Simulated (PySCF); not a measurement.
**[GaCl4]-: structure of the singlet**

Aim: relax [GaCl4]- as a singlet from a B3LYP minimum start, check by its vibrations whether the end is a minimum, and collect its spectrum and constants.

Computed with PySCF 2.14.0. Level: B3LYP, basis Ga def2-SVPD, Cl def2-SVPD, no relativity, density fitting.

## 1. The system as given

5 atoms, charge -1, spin multiplicity 1.

Bond lengths: Ga1–Cl2 2.238 Å, Ga1–Cl3 2.238 Å, Ga1–Cl4 2.238 Å, Ga1–Cl5 2.238 Å. Angles: Cl2–Ga1–Cl3 109.5°, Cl2–Ga1–Cl4 109.5°, Cl2–Ga1–Cl5 109.5°, Cl3–Ga1–Cl4 109.5°, Cl3–Ga1–Cl5 109.5°, Cl4–Ga1–Cl5 109.5°.

Coordinates in bohr (charge -1 multiplicity 1):
```
Ga    0.0000    0.0000    0.0000
Cl   -2.4414   -2.4414    2.4414
Cl    2.4414    2.4414    2.4414
Cl    2.4414   -2.4414   -2.4414
Cl   -2.4414    2.4414   -2.4414
```

## 2. First SCF at the start

One driver script runs all steps and calls PySCF; scf.py shows how it sets up the SCF of each step. The optimiser is the driver's own. After this first run the driver tries any further starts and a stability analysis.

Input file scf.py:

```python
from pyscf import gto, scf, dft
mol = gto.M(atom='''
Ga     0.000000     0.000000     0.000000
Cl    -1.291910    -1.291910     1.291910
Cl     1.291910     1.291910     1.291910
Cl     1.291910    -1.291910    -1.291910
Cl    -1.291910     1.291910    -1.291910''',
    basis={'Ga': 'def2-SVPD', 'Cl': 'def2-SVPD'},
    charge=-1, spin=0)
mf = dft.RKS(mol, xc='B3LYP')
mf.grids.atom_grid = (50, 194)
aux = {'Ga': 'def2-universal-JKFIT', 'Cl': 'def2-universal-JKFIT'}
mf = mf.density_fit(auxbasis=aux)
mf.conv_tol = 1e-08
mf.diis_space = 10
mf.max_cycle = 60
mf.init_guess = 'minao'
mf.verbose = 4
mf.kernel()
```

Started as:

```
$ OMP_NUM_THREADS=4 python axn.py task.json out
```

What it wrote:

```text
init E= -3764.75214346072
  HOMO = -0.365301713261641  LUMO = -0.0975471215659507  gap/eV = 7.28597
cycle= 1 E= -3765.20708888729  delta_E= -0.455  |g|= 0.727  |ddm|= 2.94
  HOMO = -0.11682118996464  LUMO = 0.08377812336151  gap/eV = 5.45859
cycle= 2 E= -3765.11924182023  delta_E= 0.0878  |g|= 1.04  |ddm|=  2.1
  HOMO = -0.148675359123932  LUMO = 0.0949356489644564  gap/eV = 6.62899
cycle= 3 E= -3765.30660352632  delta_E= -0.187  |g|= 0.0824  |ddm|= 1.25
  HOMO = -0.16090808117221  LUMO = 0.0846302754036832  gap/eV = 6.68144
cycle= 4 E= -3765.30859557442  delta_E= -0.00199  |g|= 0.0169  |ddm|= 0.144
  HOMO = -0.160846622809961  LUMO = 0.0856260027395357  gap/eV = 6.70686
cycle= 5 E= -3765.30867676573  delta_E= -8.12e-05  |g|= 0.00269  |ddm|= 0.0262
  HOMO = -0.16071785092765  LUMO = 0.08562173283963  gap/eV = 6.70324
cycle= 6 E= -3765.30867839575  delta_E= -1.63e-06  |g|= 0.00054  |ddm|= 0.00342
  HOMO = -0.160744497501737  LUMO = 0.0856300218929018  gap/eV = 6.70419
cycle= 7 E= -3765.30867846927  delta_E= -7.35e-08  |g|= 4.48e-05  |ddm|= 0.000874
  HOMO = -0.160750514788884  LUMO = 0.0856223752996716  gap/eV = 6.70415
cycle= 8 E= -3765.30867846995  delta_E= -6.85e-10  |g|= 3.24e-06  |ddm|= 0.000114
  HOMO = -0.160749917168519  LUMO = 0.0856232791261244  gap/eV = 6.70416
Extra cycle  E= -3765.30867846995  delta_E= -3.64e-12  |g|= 3.81e-06  |ddm|= 1.4e-05
converged SCF energy = -3765.30867846995
```

This step, with its further starts and checks, took 15 s on 4 threads of Arm Neoverse V1, shared host.

No lower closed-shell solution turned up in the test of internal stability.

## 3. B3LYP minimum start, singlet: relaxation

The program finds Td symmetry in the start, which this walk keeps. The walk stops when the largest gradient is under 0.0003 Eh/bohr and the energy has settled too.

Changes to scf.py since step 2:

```diff
@@ -17 +16,0 @@
-mf.init_guess = 'minao'
```

Steps of the walk:

| step | energy (Eh) | change (kJ/mol) | largest symmetric gradient (Eh/bohr) |
| --- | --- | --- | --- |
| 0 | -3765.308678 | 0.00 | 0.00012 |

The walk took 3.3 s.

End point (Td, 0 steps, 0.0 kJ/mol gained): Ga–Cl 2.238 Å (×4); Cl–Ga–Cl 109.5° (×6).

## 4. Vibrations and properties at this point

The point is checked on the finer grid, and tightened if its gradient asks for it. The Hessian and the dipole derivatives come from central differences of analytic gradients, with steps of 0.02 bohr.

Changes to scf.py since step 3:

```diff
@@ -3 +3 @@
-Ga     0.000000     0.000000     0.000000
+Ga    -0.000000     0.000000    -0.000000
@@ -11 +11 @@
-mf.grids.atom_grid = (50, 194)
+mf.grids.atom_grid = (75, 302)
@@ -14 +14 @@
-mf.conv_tol = 1e-08
+mf.conv_tol = 1e-10
```

The driver hands on the density of the step before, so the log starts near convergence.

Log of the central SCF (cycles and frontier levels):

```text
init E= -3765.30869344083
  HOMO = -0.160765378364587  LUMO = 0.0856417665595894  gap/eV = 6.70508
cycle= 1 E= -3765.30869344084  delta_E= -9.09e-12  |g|= 5.24e-06  |ddm|= 1.09e-05
  HOMO = -0.160765663809321  LUMO = 0.0856410701403951  gap/eV = 6.70507
Extra cycle  E= -3765.3086934408  delta_E= 4.09e-11  |g|= 8.34e-06  |ddm|= 1.64e-05
converged SCF energy = -3765.3086934408
```

The whole step took 40 s.

Geometry: Td; Ga–Cl 2.238 Å (×4); Cl–Ga–Cl 109.5° (×6).

Modes, for the most abundant isotopes:

```tsv
symmetry	ω (cm⁻¹)	IR (km/mol)	μ (u)
e	99	0.0	34.97
t2	141	30.4	40.17
a1	316	0.0	34.97
t2	356	298	43.74
```

Every mode is real; the point is a minimum.

Properties at this point:

```yaml
Dipole_moment_about_the_centre_of_mass: 0.00 D
Highest_occupied_level: -4.37 eV
Lowest_empty_level: 2.33 eV
Rotational_constants: 0.0361, 0.0361, 0.0361 cm⁻¹
Zero-point_energy: 12.0 kJ/mol
Principal_polarisabilities: 97.2, 97.2, 97.2 bohr³
Principal_traceless_quadrupole_moments_about_the_centre_of_mass: 0.00, 0.00, 0.00 D Å
Entropy_at_298.15_K_and_1_bar: 364.0 J/(mol K)
Heat_capacity_Cp_at_298.15_K: 100.1 J/(mol K)
Enthalpy_at_298.15_K_above_0_K: 22.82 kJ/mol
Rotational_symmetry_number: 12
```

Charges (e) and bond orders:

```tsv
atom	Mulliken	Löwdin	polar tensor	Mayer order to Ga1
Ga1	1.72	-0.34	1.80	–
Cl2,3,4,5	-0.68	-0.17	-0.70	0.54
```

Outer orbital energies (eV). occupied: -4.91, -4.91, -4.71, -4.71, -4.71, -4.37, -4.37, -4.37; empty: 2.33, 3.71, 4.22, 4.22.

Mulliken populations on Ga1: s 6.28, p 12.82, d 10.18.

## 5. Outcome

| quantity | value |
| --- | --- |
| minimum | singlet, Td |
| geometry | Ga–Cl 2.238 Å (×4); Cl–Ga–Cl 109.5° (×6) |
| wavenumbers (cm⁻¹) | 99 (e), 141 (t2), 316 (a1), 356 (t2) |
| dipole moment (centre of mass) | 0.00 D |
| highest occupied, lowest empty level | -4.37, 2.33 eV |
| polar-tensor charge of Ga1 | +1.80 e |
| zero-point energy | 12.0 kJ/mol |
| entropy at 298.15 K | 364.0 J/(mol K) |

**Reading.** The molecule stays Td, as typed, and the end point is a minimum. The strongest infrared band lies at 356 cm⁻¹ (t2, stretch). Only this shape and spin were tried, so other structures or states may lie lower.

The search up to here took 59 s.
